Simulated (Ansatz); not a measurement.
# Si₃GeH₁₀: from a rough start to a stationary point

Aim: relax Si₃GeH₁₀ from a cheap starting geometry, then compute its harmonic vibrations to see whether it is a minimum and to get the zero-point energy and entropy, and look at its orbitals and charge.

Program: Ansatz 0.2.0, Gaussian basis. Level of theory: RKS PBE0-D4/def2-TZVP. These are calculated values, not measurements.

Levels to be run: relaxation at PBE0-D4/def2-TZVP; harmonic vibrations at the same level; a single point in def2-TZVPP for the fields.

**1. The system as given**

SMILES `[SiH3][SiH2][GeH2][SiH3]`, 14 atoms, charge 0, spin multiplicity 1.

Atoms are counted from 1 here; the program's logs count them from 0.

Bond lengths: Si1–Si2 2.315 Å, Si1–H5 1.467 Å, Si1–H6 1.464 Å, Si1–H7 1.466 Å, Si2–Ge3 2.357 Å, Si2–H8 1.470 Å, Si2–H9 1.471 Å, Ge3–Si4 2.341 Å, Ge3–H10 1.520 Å, Ge3–H11 1.520 Å, Si4–H12 1.465 Å, Si4–H13 1.462 Å, Si4–H14 1.465 Å. Angles: Si2–Si1–H5 111.3°, Si2–Si1–H6 113.1°, Si2–Si1–H7 112.2°, H5–Si1–H6 106.7°, H5–Si1–H7 106.3°, H6–Si1–H7 106.8°, Si1–Si2–Ge3 111.8°, Si1–Si2–H8 112.2°, Si1–Si2–H9 111.1°, Ge3–Si2–H8 109.3°, Ge3–Si2–H9 107.6°, H8–Si2–H9 104.4°, Si2–Ge3–Si4 122.9°, Si2–Ge3–H10 109.5°, Si2–Ge3–H11 107.5°, Si4–Ge3–H10 108.6°, Si4–Ge3–H11 107.4°, H10–Ge3–H11 98.0° and more.

As a file:

```csv
atom,x (Å),y (Å),z (Å)
Si1,-1.78712,0.65477,1.65729
Si2,-0.27597,-1.05518,1.26693
Ge3,1.37503,-0.42633,-0.29304
Si4,0.86228,0.44877,-2.40271
H5,-2.47797,1.04839,0.42424
H6,-2.82572,0.29497,2.62376
H7,-1.13436,1.86367,2.16808
H8,0.37246,-1.51755,2.50226
H9,-0.95373,-2.24998,0.73942
H10,2.36816,-1.56316,-0.46771
H11,2.30192,0.56084,0.39651
H12,0.09451,-0.52184,-3.18654
H13,2.04760,0.81566,-3.17676
H14,0.03292,1.64696,-2.25172
```

The start is a GFN2-xTB geometry.

**2. Geometry optimisation, PBE0-D4/def2-TZVP**

File in.yaml:

```yaml
crystal:
  periodic: [false, false, false]
  atoms:
    - {symbol: Si, position_ang: [-1.787120, 0.654770, 1.657290]}
    - {symbol: Si, position_ang: [-0.275970, -1.055180, 1.266930]}
    - {symbol: Ge, position_ang: [1.375030, -0.426330, -0.293040]}
    - {symbol: Si, position_ang: [0.862280, 0.448770, -2.402710]}
    - {symbol: H, position_ang: [-2.477970, 1.048390, 0.424240]}
    - {symbol: H, position_ang: [-2.825720, 0.294970, 2.623760]}
    - {symbol: H, position_ang: [-1.134360, 1.863670, 2.168080]}
    - {symbol: H, position_ang: [0.372460, -1.517550, 2.502260]}
    - {symbol: H, position_ang: [-0.953730, -2.249980, 0.739420]}
    - {symbol: H, position_ang: [2.368160, -1.563160, -0.467710]}
    - {symbol: H, position_ang: [2.301920, 0.560840, 0.396510]}
    - {symbol: H, position_ang: [0.094510, -0.521840, -3.186540]}
    - {symbol: H, position_ang: [2.047600, 0.815660, -3.176760]}
    - {symbol: H, position_ang: [0.032920, 1.646960, -2.251720]}
basis:
  gaussian: {orbitals: def2-TZVP}
hamiltonian: {xc: pbe0, dispersion: d4}
relax: {f_tol: 0.005, max_steps: 150}
```

Started as:

```console
$ ansatz run in.yaml --threads 4 --pin off --events-out ev --progress --plain --max-ram 11315MiB
```

The runs that follow: Vibrations by finite differences; A single point for the fields.

Before running them: what should the planned runs give, taken together? Wanted: point group; shift from the start; total energy; dispersion term; dipole moment; lowest, highest wavenumber; zero-point energy; HOMO, LUMO.

**Answer**, as computed:

| quantity | value |
| --- | --- |
| point group | C1 |
| steps | 10 |
| shift from the start (rms) | 0.212 Å |
| total energy | -80297.7807 eV |
| dispersion term | -317 meV |
| dipole moment | 0.08 D |
| lowest, highest wavenumber | 23, 2231 cm⁻¹ |
| zero-point energy | 216.0 kJ/mol |
| entropy at 298.15 K | 430.7 J/(mol K) |
| HOMO, LUMO | -7.82, -0.29 eV |

What this shows: The relaxed geometry lies 0.21 Å (rms) from the start; the bond that changed most is Ge3–Si4, from 2.341 to 2.379 Å. All wavenumbers are real, so the end point is a minimum. The stiffest mode, 2231 cm⁻¹, is an Si–H stretch, and 5 modes under 200 cm⁻¹ make the vibrational entropy uncertain. Harmonic hybrid wavenumbers usually lie a few per cent above measured fundamentals. The HOMO lies mostly on Ge3 27 %; Si2 25 % and the LUMO on Si2 16 %; Ge3 14 %.
